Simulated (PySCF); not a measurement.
# C2H12NPSi4: geometry, NMR shifts and electronic excitations

What NMR shifts and electronic excitations should C2H12NPSi4 (`C#C[Si@]([SiH3])(P)N([SiH3])[SiH3]`) show?

The runs use PySCF 2.14.0, with density-fitted response routines of our own; the level of theory stands in each step. All values are computed, except where a source is named. Atoms are numbered from 0 throughout.

## (1) The starting structure

20 atoms, charge 0, multiplicity 1; geometry from: GFN2-xTB.

Bonds of the start (Å): C0–C1 1.20, C1–Si2 1.86, Si2–Si3 2.33, Si2–P4 2.26, Si2–N5 1.76, N5–Si6 1.74, N5–Si7 1.75, C0–H8 1.05, Si3–H9 1.47, Si3–H10 1.47, Si3–H11 1.47, P4–H12 1.39, P4–H13 1.38, Si6–H14 1.46, Si6–H15 1.46, Si6–H16 1.46, Si7–H17 1.46, Si7–H18 1.46, Si7–H19 1.46.

## (2) Geometry optimisation at PBE0-D3(BJ)/def2-SVP

The job: settings as JSON, then the geometry in Å.

```
{"job": {"xc": "PBE0", "basis": "def2-SVP", "d3": "d3bj", "grid": 1, "kind": "geom"}, "charge": 0, "multiplicity": 1}
C      0.967115    -3.091838     0.627632
C      0.828706    -1.902008     0.513089
Si     0.632374    -0.057773     0.322445
Si     2.076759     0.802473    -1.293976
P      0.955397     0.689874     2.427914
N     -1.036908     0.247409    -0.133569
Si    -1.704087    -0.634864    -1.478219
Si    -2.098238     1.190677     0.881638
H      1.084894    -4.132926     0.733829
H      1.589527     2.032262    -1.928816
H      3.374915     1.136307    -0.691278
H      2.357281    -0.156489    -2.365709
H      1.414621     1.934491     2.029243
H      2.243348     0.188244     2.486989
H     -2.588700     0.271968    -2.205428
H     -2.430254    -1.815994    -1.012187
H     -0.565380    -1.025745    -2.308418
H     -1.314393     2.310841     1.406816
H     -2.634428     0.361036     1.961562
H     -3.168008     1.684071     0.017335
```

**Question.** This job is followed by: GIAO PBE0/pcSseg-1 NMR shielding, non-relativistic, gas phase; TDDFT PBE0/def2-SVPD, vertical, gas phase, core orbitals frozen in the response; GIAO WP04/pcSseg-1 NMR shielding, non-relativistic, gas phase. Predict these results of the whole session: point group; rotational constants (main isotopes); ¹³C shifts against TMS (PBE0/pcSseg-1); ¹H shifts against TMS (PBE0/pcSseg-1, means over atoms taken as alike); ²⁹Si shifts against TMS (PBE0/pcSseg-1, means over atoms taken as alike); ³¹P shifts against H3PO4 (PBE0/pcSseg-1); ¹⁵N shifts against NH3 (PBE0/pcSseg-1); lowest singlet (PBE0/def2-SVPD); brightest single state of those computed; lowest triplet; vertical ionisation energy (ΔSCF); range of the shift of P4.

As calculated:

| quantity | value |
| --- | --- |
| point group | C1 |
| rotational constants (main isotopes) | 0.82, 0.69, 0.58 GHz |
| ¹³C shifts against TMS (PBE0/pcSseg-1) | 108.3, 89.4 ppm |
| ¹H shifts against TMS (PBE0/pcSseg-1, means over atoms taken as alike) | 4.70, 3.64, 2.78, 1.95 ppm |
| ²⁹Si shifts against TMS (PBE0/pcSseg-1, means over atoms taken as alike) | -23.3, -46.4, -96.9 ppm |
| ³¹P shifts against H3PO4 (PBE0/pcSseg-1) | -253.4 ppm |
| ¹⁵N shifts against NH3 (PBE0/pcSseg-1) | -6.8 ppm |
| lowest singlet (PBE0/def2-SVPD) | 5.11 eV (242 nm), f = 0.025 |
| brightest single state of those computed | state 8, 6.22 eV, f = 0.105 |
| lowest triplet | 4.53 eV |
| vertical ionisation energy (ΔSCF) | 8.63 eV |
| range of the shift of P4 | -253.4 to -211.0 ppm |

What this shows: Relaxing lowered the energy by 0.270 eV in 18 steps; the close pair that moved most is P4–H13, from 1.383 to 1.428 Å. At PBE0/pcSseg-1: The largest span, 301 ppm, is at C1, where the paramagnetic term is -169 ppm. The first singlet state (HOMO→LUMO 0.88) lies at 5.11 eV and is weak; of the 10 states computed, the strongest absorption comes from states 8 to 9 together at 6.22 eV. The lowest triplet lies 0.59 eV below the lowest singlet (triplets in Tamm-Dancoff, singlets in full TDDFT). ΔSCF puts the ionisation energy at 8.63 eV, 1.48 eV above −ε(HOMO). In ppm, P4 moves most: its shift spreads over 42.4 ppm, from -253.4 (PBE0/pcSseg-1) to -211.0 (WP04/pcSseg-1).
